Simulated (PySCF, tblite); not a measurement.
**C₅H₁₀BGeN: geometry, infrared bands and NMR shifts**

Wanted: the infrared bands and NMR shifts of C₅H₁₀BGeN (`C#[C][GeH2][BH]NC1CC1`), by calculation.

The runs use tblite 0.8.0 and PySCF 2.14.0, with density-fitted response routines of our own; the level of theory stands in each step. All values are computed, except where a source is named. Atoms are numbered from 0 throughout.

### 1 The starting structure

18 atoms, charge 0, multiplicity 1; geometry from: force field or distance geometry start.

Bonds of the start (Å): C0–C1 1.20, C1–Ge2 1.90, Ge2–B3 2.02, B3–N4 1.51, N4–C5 1.46, C5–C6 1.52, C6–C7 1.53, C7–C5 1.53, C0–H8 1.06, Ge2–H9 1.54, Ge2–H10 1.55, B3–H11 1.20, N4–H12 1.04, C5–H13 1.11, C6–H14 1.11, C6–H15 1.10, C7–H16 1.11, C7–H17 1.11.

### 2 Relaxing the molecule with GFN2-xTB

Job settings and geometry (Å):

```
{"job": {"kind": "relax", "xc": "GFN2-xTB", "basis": "xTB"}, "charge": 0, "multiplicity": 1}
C      1.911700     1.951600     1.789400
C      2.150000     0.988400     1.112000
Ge     2.555400    -0.545100     0.074100
B      0.820500    -1.438700    -0.458700
N     -0.216500    -0.687400    -1.263000
C     -1.457500    -0.606200    -0.501600
C     -2.382200     0.487400    -1.006800
C     -1.599500     0.690400     0.291600
H      1.686000     2.803400     2.378200
H      3.414000    -1.526300     0.896100
H      3.305200    -0.110300    -1.209100
H      0.614900    -2.564700    -0.112200
H     -0.416100    -1.260600    -2.110200
H     -1.944200    -1.534600    -0.138700
H     -3.466100     0.285000    -0.847600
H     -2.006400     1.087800    -1.844400
H     -0.759300     1.404600     0.203800
H     -2.218600     0.581600     1.208700
```

Launch:

```sh
$ OMP_NUM_THREADS=1 python probes_run.py task.json out
```

This one command runs all jobs of the session in turn.

Output:

```text
step      E/eV     max force
  0    -591.50579    1.936
  1    -591.68263    1.024
  2    -591.77032    3.283
  3    -591.80207    2.725
  4    -591.85651    0.711
  5    -591.87712    0.346
  6    -591.91442    0.992
  7    -591.93020    0.592
  8    -591.93623    0.161
  9    -591.94054    0.258
 10    -591.94599    0.465
 11    -591.95183    0.427
 12    -591.95791    0.232
 13    -591.96478    0.245
 14    -591.97479    0.494
 15    -591.99223    0.686
 16    -592.01824    1.004
 17    -592.06366    0.829
 18    -592.15305    1.393
 19    -592.11498    3.380
 20    -592.22766    2.292
 21    -592.30196    1.141
 22    -592.43647    0.618
 23    -592.51758    0.576
 24    -592.59754    0.958
 25    -592.64644    0.515
 26    -592.67818    0.582
 27    -592.71030    0.519
 28    -592.73605    0.402
 29    -592.76028    0.379
 30    -592.77919    0.255
 31    -592.79581    0.343
 32    -592.80997    0.239
 33    -592.82367    0.318
 34    -592.83739    0.311
 35    -592.85174    0.384
 36    -592.86756    0.489
 37    -592.88529    0.383
 38    -592.90320    0.403
 39    -592.92016    0.364
 40    -592.93462    0.351
 41    -592.94670    0.458
 42    -592.95833    0.351
 43    -592.97090    0.385
 44    -592.98513    0.337
 45    -593.00199    0.388
 46    -593.01769    0.325
 47    -593.02778    0.366
 48    -593.03657    0.312
 49    -593.04560    0.254
 50    -593.05856    0.221
 51    -593.06544    0.208
 52    -593.07280    0.194
 53    -593.07874    0.174
 54    -593.08438    0.177
 55    -593.08906    0.186
 56    -593.09336    0.161
 57    -593.09781    0.168
 58    -593.10284    0.152
 59    -593.10769    0.147
 60    -593.11127    0.147
 61    -593.11388    0.146
 62    -593.11584    0.143
 63    -593.11877    0.148
 64    -593.12177    0.171
 65    -593.12553    0.169
 66    -593.12937    0.163
 67    -593.13417    0.188
 68    -593.14029    0.182
 69    -593.14813    0.209
 70    -593.15691    0.254
 71    -593.16612    0.255
 72    -593.17517    0.341
 73    -593.18385    0.350
 74    -593.19239    0.326
 75    -593.17488    0.973
 76    -593.20390    0.202
 77    -593.20811    0.181
 78    -593.22202    0.330
 79    -593.22987    0.258
 80    -593.23802    0.189
 81    -593.24039    0.291
 82    -593.24249    0.215
 83    -593.24496    0.200
 84    -593.24769    0.151
 85    -593.25141    0.113
 86    -593.25290    0.116
 87    -593.25464    0.115
 88    -593.25590    0.135
 89    -593.25714    0.124
 90    -593.25886    0.090
 91    -593.25995    0.095
 92    -593.26101    0.084
 93    -593.26204    0.066
 94    -593.26314    0.086
 95    -593.26414    0.107
 96    -593.26496    0.115
 97    -593.26571    0.102
 98    -593.26628    0.090
 99    -593.26671    0.051
100    -593.26708    0.053
101    -593.26772    0.054
102    -593.26820    0.064
103    -593.26896    0.066
104    -593.26981    0.077
105    -593.27083    0.087
106    -593.27198    0.060
107    -593.27331    0.071
108    -593.27463    0.069
109    -593.27571    0.077
110    -593.27648    0.090
111    -593.27707    0.053
112    -593.27770    0.062
113    -593.27845    0.056
114    -593.27922    0.059
115    -593.27975    0.055
116    -593.28018    0.066
117    -593.28065    0.046
118    -593.28133    0.046
119    -593.28164    0.048
120    -593.28214    0.049
121    -593.28258    0.040
122    -593.28303    0.038
123    -593.28336    0.048
124    -593.28363    0.045
125    -593.28390    0.045
126    -593.28420    0.048
127    -593.28448    0.045
128    -593.28473    0.050
129    -593.28498    0.039
130    -593.28524    0.055
131    -593.28550    0.052
132    -593.28578    0.046
133    -593.28607    0.050
134    -593.28636    0.039
135    -593.28661    0.036
136    -593.28678    0.036
137    -593.28690    0.032
138    -593.28701    0.026
139    -593.28713    0.022
140    -593.28728    0.024
141    -593.28747    0.030
142    -593.28769    0.030
143    -593.28792    0.027
144    -593.28813    0.032
145    -593.28834    0.047
146    -593.28862    0.058
147    -593.28903    0.064
148    -593.28961    0.053
149    -593.29035    0.072
150    -593.29122    0.086
151    -593.29261    0.101
152    -593.29424    0.121
153    -593.29651    0.103
154    -593.29807    0.146
155    -593.30015    0.078
156    -593.30166    0.100
157    -593.30317    0.110
158    -593.30411    0.082
159    -593.30514    0.055
160    -593.30612    0.064
161    -593.30512    0.157
162    -593.30692    0.061
163    -593.30728    0.030
164    -593.30797    0.060
165    -593.30816    0.055
166    -593.30847    0.040
167    -593.30884    0.038
168    -593.30907    0.040
169    -593.30927    0.036
170    -593.30947    0.037
171    -593.30950    0.072
172    -593.30981    0.037
173    -593.31001    0.035
174    -593.31024    0.024
175    -593.31035    0.032
176    -593.31041    0.016
177    -593.31046    0.012
178    -593.31050    0.014
179    -593.31054    0.014
180    -593.31058    0.016
181    -593.31063    0.016
182    -593.31069    0.016
183    -593.31075    0.020
184    -593.31082    0.021
185    -593.31089    0.030
186    -593.31096    0.021
187    -593.31105    0.027
188    -593.31117    0.019
189    -593.31123    0.014
190    -593.31129    0.015
191    -593.31136    0.017
192    -593.31144    0.020
193    -593.31155    0.026
194    -593.31169    0.036
195    -593.31185    0.045
196    -593.31203    0.042
197    -593.31218    0.028
198    -593.31226    0.019
199    -593.31233    0.017
200    -593.31239    0.022
201    -593.31249    0.030
202    -593.31261    0.034
203    -593.31274    0.025
204    -593.31283    0.017
205    -593.31290    0.022
206    -593.31297    0.019
207    -593.31305    0.022
208    -593.31314    0.020
209    -593.31322    0.020
210    -593.31330    0.021
211    -593.31340    0.022
212    -593.31348    0.024
213    -593.31354    0.018
214    -593.31358    0.013
215    -593.31360    0.011
216    -593.31362    0.009
```

Wall time 5.2 s (1 thread of Intel Xeon at 2.50GHz, shared host).

The steps of the relaxation: (not every step is listed)

```csv
step,energy from step 0 (eV),largest force (eV/Å)
0,0.0000,1.9359
1,-0.1768,1.0242
2,-0.2645,3.2828
3,-0.2963,2.7251
4,-0.3507,0.7111
5,-0.3713,0.3457
6,-0.4086,0.9916
7,-0.4244,0.5919
8,-0.4304,0.1607
28,-1.2303,0.4021
48,-1.5308,0.3125
68,-1.6345,0.1817
88,-1.7501,0.1353
108,-1.7688,0.0690
128,-1.7789,0.0503
148,-1.7838,0.0534
168,-1.8033,0.0400
188,-1.8054,0.0188
208,-1.8073,0.0203
211,-1.8076,0.0220
212,-1.8077,0.0243
213,-1.8077,0.0179
214,-1.8078,0.0135
215,-1.8078,0.0108
216,-1.8078,0.0091
```

Close pairs (by a distance rule), those that changed most:

```csv
bond,before (Å),after (Å),change (Å)
B3–N4,1.512,1.374,-0.139
Ge2–H10,1.549,1.510,-0.039
C6–H14,1.114,1.079,-0.035
N4–C5,1.458,1.424,-0.035
C7–H17,1.112,1.079,-0.033
Ge2–H9,1.541,1.510,-0.031
C6–C7,1.530,1.501,-0.028
N4–H12,1.042,1.014,-0.028
```

The end geometry stands in the next job.

### 3 Infrared spectrum with GFN2-xTB

Job settings and geometry (Å):

```
{"job": {"kind": "ir", "xc": "GFN2-xTB", "basis": "xTB"}, "charge": 0, "multiplicity": 1}
C      2.563940     2.119837     0.881512
C      2.667154     0.958215     0.583530
Ge     2.670613    -0.889601     0.089640
B      0.786274    -1.451914    -0.352353
N     -0.174011    -0.475874    -0.242407
C     -1.573347    -0.573798    -0.485102
C     -2.309617     0.597736    -1.068596
C     -2.531282     0.210445     0.364796
H      2.511781     3.138892     1.145181
H      3.379909    -1.547746     1.249233
H      3.730802    -0.950961    -0.983811
H      0.467716    -2.528082    -0.686883
H      0.094178     0.458830     0.046716
H     -1.863605    -1.568400    -0.798202
H     -3.094651     0.407677    -1.783456
H     -1.747097     1.497675    -1.267747
H     -2.118212     0.849502     1.130829
H     -3.469305    -0.246116     0.638833
```

Output:

```text
mode    cm-1     km/mol
  1      35.2      0.02
  2      43.5      0.43
  3      96.7      2.04
  4     111.0      0.15
  5     135.8      0.10
  6     203.5      0.36
  7     243.5      7.55
  8     277.7      8.83
  9     330.1     54.50
 10     407.5      0.20
 11     421.7      9.09
 12     496.6     39.98
 13     616.8      6.71
 14     623.3      9.69
 15     663.3     24.19
 16     666.6      5.49
 17     698.3     98.53
 18     705.5    288.59
 19     792.8      0.14
 20     817.8      3.84
 21     854.4      0.01
 22     871.0      4.92
 23     884.7    279.01
 24     961.9     16.66
 25     998.6     12.32
 26    1033.5     22.98
 27    1064.3      1.16
 28    1077.6     10.50
 29    1088.5      0.04
 30    1150.6      0.21
 31    1151.8     21.23
 32    1244.5      0.42
 33    1295.8      4.09
 34    1347.1      6.15
 35    1433.9      0.37
 36    1470.5     36.54
 37    1500.0    145.50
 38    1918.7    512.77
 39    1960.0    605.37
 40    2179.9      6.52
 41    2628.2    164.90
 42    3059.5     16.38
 43    3089.3     18.77
 44    3091.1     12.28
 45    3100.0     11.50
 46    3116.3     56.94
 47    3332.4      4.21
 48    3363.6      1.34
```

Wall time 2 s (1 thread of Intel Xeon at 2.50GHz, shared host).

Which atoms move in the most intense modes:

```csv
cm⁻¹,km/mol,atoms
698,98.5,"H8 34 %, H10 19 %, H9 18 %"
706,288.6,"H9 35 %, H10 33 %, H8 19 %"
885,279.0,"H9 48 %, H10 48 %"
1500,145.5,"N4 32 %, C5 19 %, B3 14 %"
1919,512.8,"H9 52 %, H10 47 %"
1960,605.4,"H10 51 %, H9 47 %"
2628,164.9,H11 92 %
3116,56.9,"H14 31 %, H17 31 %, H16 13 %, H15 13 %"
```

### 4 Nuclear shieldings: PBE0/pcSseg-1

Same as in step 3 but for these lines:

```diff
@@ -1,2 +1,2 @@
-{"job": {"kind": "ir", "xc": "GFN2-xTB", "basis": "xTB"}, "charge": 0, "multiplicity": 1}
+{"job": {"kind": "nmr", "xc": "PBE0", "basis": "pcSseg-1"}, "charge": 0, "multiplicity": 1}
 C      2.563940     2.119837     0.881512
```

With the program's defaults for keys left out, this is: GIAO PBE0/pcSseg-1 NMR shielding, non-relativistic, gas phase.

Output:

```text
coarse grid: 68336 points
cycle   1  E = -2352.1368792692  dE =  3.937e-01  |g| = 9.482e-01  |ddm| = 3.998e+00
cycle   2  E = -2352.1222040705  dE =  1.468e-02  |g| = 9.485e-01  |ddm| = 1.184e+00
cycle   3  E = -2352.2261076040  dE = -1.039e-01  |g| = 1.163e-01  |ddm| = 6.860e-01
cycle   4  E = -2352.2273667528  dE = -1.259e-03  |g| = 7.630e-02  |ddm| = 1.314e-01
cycle   5  E = -2352.2286962022  dE = -1.329e-03  |g| = 1.690e-02  |ddm| = 5.827e-02
cycle   6  E = -2352.2287626467  dE = -6.644e-05  |g| = 6.248e-03  |ddm| = 1.714e-02
cycle   7  E = -2352.2287711831  dE = -8.536e-06  |g| = 1.429e-03  |ddm| = 4.680e-03
final grid: 145000 points
cycle   8  E = -2352.2287600622  dE =  5.318e-07  |g| = 2.120e-03  |ddm| = 3.458e-03
cycle   9  E = -2352.2287576718  dE =  2.390e-06  |g| = 3.811e-03  |ddm| = 4.236e-03
cycle  10  E = -2352.2287610543  dE = -3.383e-06  |g| = 5.215e-04  |ddm| = 2.749e-03
cycle  11  E = -2352.2287611230  dE = -6.864e-08  |g| = 9.856e-05  |ddm| = 4.399e-04
cycle  12  E = -2352.2287611253  dE = -2.335e-09  |g| = 8.122e-06  |ddm| = 7.761e-05
cycle  13  E = -2352.2287611253  dE = -1.455e-11  |g| = 2.265e-06  |ddm| = 9.990e-06
converged SCF energy = -2352.2287611253

GIAO shielding tensors (ppm)
atom      isotropic    diamagn.    paramagn.     s11        s22        s33       span
  0 C       82.973     259.597    -176.624     -7.423      0.059    256.284    263.707
  1 C       98.882     270.869    -171.988      1.149      2.902    292.594    291.444
  2 Ge    1622.163    2754.318   -1132.155   1503.521   1638.973   1723.994    220.473
  3 B       62.216     195.990    -133.775     22.187     41.330    123.130    100.943
  4 N       82.364     324.434    -242.070    -41.364    113.278    175.179    216.543
  5 C      149.084     240.907     -91.824    109.277    126.246    211.729    102.452
  6 C      176.754     254.703     -77.949    145.370    174.293    210.599     65.229
  7 C      176.745     254.033     -77.287    145.338    174.307    210.591     65.253
  8 H       30.025      33.368      -3.343     24.076     25.214     40.786     16.710
  9 H       27.765      27.401       0.365     20.796     22.993     39.507     18.711
 10 H       27.767      27.304       0.464     20.795     22.992     39.515     18.720
 11 H       26.111      30.818      -4.707     24.457     25.392     28.482      4.025
 12 H       26.552      37.790     -11.237     18.862     26.497     34.298     15.436
 13 H       28.667      30.234      -1.567     22.395     28.109     35.497     13.103
 14 H       30.877      30.182       0.695     25.126     26.546     40.960     15.833
 15 H       31.164      32.298      -1.135     25.652     29.254     38.585     12.933
 16 H       31.166      32.310      -1.145     25.654     29.257     38.586     12.932
 17 H       30.879      30.185       0.694     25.131     26.547     40.959     15.828
```

Run time: 2.3 min. Hardware: 1 thread of Intel Xeon at 2.50GHz, shared host; peak memory 1 GiB.

Shifts follow as δ = σ(reference) − σ, with reference shieldings (ppm) from runs at the same level and on the same kind of geometry: ¹H TMS 31.72, ¹³C TMS 186.9, ¹⁵N NH3 267.7, ¹¹B BF3·OEt2 100.1, ⁷³Ge GeMe4 1331. The references are single molecules in the gas phase, so shifts against H2O, NH3, PH3, H3PO4 or CFCl3 are not on the usual liquid scales and can be off by tens of ppm. Atoms listed in one row are averaged.

```csv
atoms,environment,σ (ppm),δ (ppm)
C0,terminal alkyne carbon,83.0,104.0
C1,alkyne carbon,98.9,88.0
C5,three-membered-ring carbon,149.1,37.8
"C6, C7",three-membered-ring carbon,176.7,10.2
H11,"hydrogen on a boron bonded to Ge, N",26.11,5.61
H12,"hydrogen on a nitrogen bonded to C, B",26.55,5.16
"H9, H10","hydrogen on a germanium bonded to C, B",27.77,3.95
H13,hydrogen on a three-membered-ring carbon,28.67,3.05
H8,hydrogen on a terminal alkyne carbon,30.03,1.69
"H14, H17",hydrogen on a three-membered-ring carbon,30.88,0.84
"H15, H16",hydrogen on a three-membered-ring carbon,31.16,0.55
Ge2,"germanium bonded to C, B, 2 H",1622,-291
B3,"boron bonded to Ge, N, H",62.2,37.9
N4,"nitrogen bonded to C, B, H",82.4,185.4
```

The run also stored atomic charges by several schemes (e):

```csv
atoms,Mulliken,IAO,Hirshfeld,ESP fit
C0,-0.32,-0.23,-0.12,-0.42
C1,-0.16,-0.29,-0.16,-0.10
Ge2,0.29,0.50,0.27,0.16
B3,0.12,-0.15,0.05,0.16
N4,-0.42,-0.30,-0.14,-0.51
C5,-0.06,-0.02,0.02,0.06
"C6, C7",-0.20,-0.30,-0.09,-0.31
```

Mayer bond orders: C0–C1 2.69, C1–Ge2 0.77, Ge2–B3 0.95, B3–N4 1.42, N4–C5 0.96, C5–C6 0.94, C6–C7 0.96, C7–C5 0.94.

Ring of atoms C5, C6, C7: NICS(0) -40.7, NICS(1) -7.9, NICS(1)zz -21.5 ppm (means of both faces).

In rings of three or four atoms NICS is ruled by the nearby σ bonds, so it says little on aromaticity.

Orbitals, density, ELF and potential are computed afterwards from the orbital file.

Frontier orbitals at PBE0/pcSseg-1, with the share of their density that lies nearest to each atom:

```csv
orbital,energy (eV),lies on
HOMO,-7.48,N4 30 %; C5 17 %; B3 12 %
LUMO,-0.58,B3 41 %; N4 15 %; H11 11 %
```

ELF in a plane through or near 10 of the atoms.

Values, 10 rows by 14 columns:
```
0.00 0.00 0.00 0.00 0.00 0.00 0.00 0.00 0.00 0.00 0.00 0.00 0.00 0.00
0.00 0.00 0.00 0.02 0.09 0.00 0.00 0.00 0.00 0.00 0.00 0.00 0.00 0.00
0.00 0.00 0.03 0.96 1.00 0.43 0.01 0.00 0.00 0.00 0.00 0.00 0.00 0.00
0.00 0.00 0.37 0.64 0.19 0.65 0.12 0.00 0.00 0.03 0.07 0.01 0.00 0.00
0.00 0.00 0.27 0.60 0.31 0.50 0.39 0.89 0.02 0.57 0.85 0.12 0.00 0.00
0.00 0.00 0.05 0.24 0.21 0.37 0.32 0.34 0.59 0.48 0.13 0.02 0.00 0.00
0.00 0.01 0.12 0.27 0.21 0.93 0.94 0.28 0.49 1.00 0.63 0.00 0.00 0.00
0.00 0.00 0.02 0.06 0.06 0.22 1.00 0.99 0.01 0.53 0.07 0.00 0.00 0.00
0.00 0.00 0.00 0.00 0.00 0.01 0.65 0.44 0.00 0.00 0.00 0.00 0.00 0.00
0.00 0.00 0.00 0.00 0.00 0.00 0.00 0.00 0.00 0.00 0.00 0.00 0.00 0.00
```
The map spans 12.3 Å across and 11.6 Å up, centred on the molecule. Atoms in the plane (x, y in Å): C0 (-2.7, 2.2), C1 (-2.7, 1.0), Ge2 (-2.7, -0.9), B3 (-0.7, -1.5), N4 (0.2, -0.5), C5 (1.6, -0.6), H8 (-2.7, 3.2), H11 (-0.3, -2.6), H12 (-0.1, 0.5), H13 (2.0, -1.6).

log10 of the density (e/Å³) in the same plane.

Values, 10 rows by 14 columns:
```
-4.0 -4.0 -4.0 -4.0 -4.0 -4.0 -4.0 -4.0 -4.0 -4.0 -4.0 -4.0 -4.0 -4.0
-4.0 -4.0 -3.8 -2.8 -2.5 -3.2 -4.0 -4.0 -4.0 -4.0 -4.0 -4.0 -4.0 -4.0
-4.0 -3.7 -2.3 -0.7  0.0 -1.4 -2.7 -4.0 -4.0 -3.8 -3.9 -4.0 -4.0 -4.0
-4.0 -2.9 -1.6 -0.1  1.0 -0.7 -2.0 -2.9 -2.3 -1.8 -1.9 -2.6 -4.0 -4.0
-4.0 -2.9 -1.6  0.0  0.9 -0.8 -1.0 -0.6 -1.2 -0.2 -0.2 -1.4 -2.9 -4.0
-4.0 -2.7 -1.6 -0.4  0.3 -0.6 -0.4  1.1  0.2  0.2 -0.6 -1.6 -3.0 -4.0
-3.8 -2.5 -1.5 -0.4  0.2 -0.2  1.7 -0.5 -0.6  0.3 -1.2 -2.8 -4.0 -4.0
-4.0 -3.3 -2.4 -1.9 -1.7 -1.3 -0.2 -0.7 -1.9 -1.8 -2.5 -3.8 -4.0 -4.0
-4.0 -4.0 -3.9 -3.4 -3.2 -2.7 -2.0 -2.2 -3.0 -3.8 -4.0 -4.0 -4.0 -4.0
-4.0 -4.0 -4.0 -4.0 -4.0 -4.0 -4.0 -4.0 -4.0 -4.0 -4.0 -4.0 -4.0 -4.0
```
The map spans 12.3 Å across and 11.6 Å up, centred on the molecule. Atoms in the plane (x, y in Å): C0 (-2.7, 2.2), C1 (-2.7, 1.0), Ge2 (-2.7, -0.9), B3 (-0.7, -1.5), N4 (0.2, -0.5), C5 (1.6, -0.6), H8 (-2.7, 3.2), H11 (-0.3, -2.6), H12 (-0.1, 0.5), H13 (2.0, -1.6).

On the surface of density 0.002 e/bohr³ the electrostatic potential runs, from the 1st to the 99th percentile, from -1.06 V near C1 to 1.46 V near H12.

### 5 What came out

| quantity | value |
| --- | --- |
| strongest single infrared mode (GFN2-xTB) | 1960 cm⁻¹, 605 km/mol |
| zero-point energy (GFN2-xTB) | 83.9 kcal/mol |
| ¹³C shifts against TMS (PBE0/pcSseg-1, means over atoms taken as alike) | 104.0, 88.0, 37.8, 10.2 ppm |
| ¹H shifts against TMS (PBE0/pcSseg-1, means over atoms taken as alike) | 5.61, 5.16, 3.95, 3.05, 1.69, 0.84, 0.55 ppm |
| ⁷³Ge shifts against GeMe4 (PBE0/pcSseg-1) | -291 ppm |
| ¹¹B shifts against BF3·OEt2 (PBE0/pcSseg-1) | 37.9 ppm |
| ¹⁵N shifts against NH3 (PBE0/pcSseg-1) | 185.4 ppm |
| surface potential, 1st and 99th percentile | -1.06 V and 1.46 V |

**Reading.** Relaxing lowered the energy by 1.808 eV in 216 steps; the close pair that moved most is B3–N4, from 1.512 to 1.374 Å. No mode is imaginary among the 48: a minimum at this level. The strongest single mode, at 1960 cm⁻¹, moves mainly H10 and H9. GFN2-xTB is a fitted tight-binding method: band positions and strengths are rough. Its intensities can rank the bands wrongly. At PBE0/pcSseg-1: The largest span, 291 ppm, is at C1, where the paramagnetic term is -172 ppm. At PBE0/pcSseg-1, counted by nearest atom on the grid, the HOMO lies on N4 30 %; C5 17 %, the LUMO on B3 41 %; N4 15 %. Spin-orbit coupling is left out, which matters for shieldings and couplings at and beside the heavy atoms.
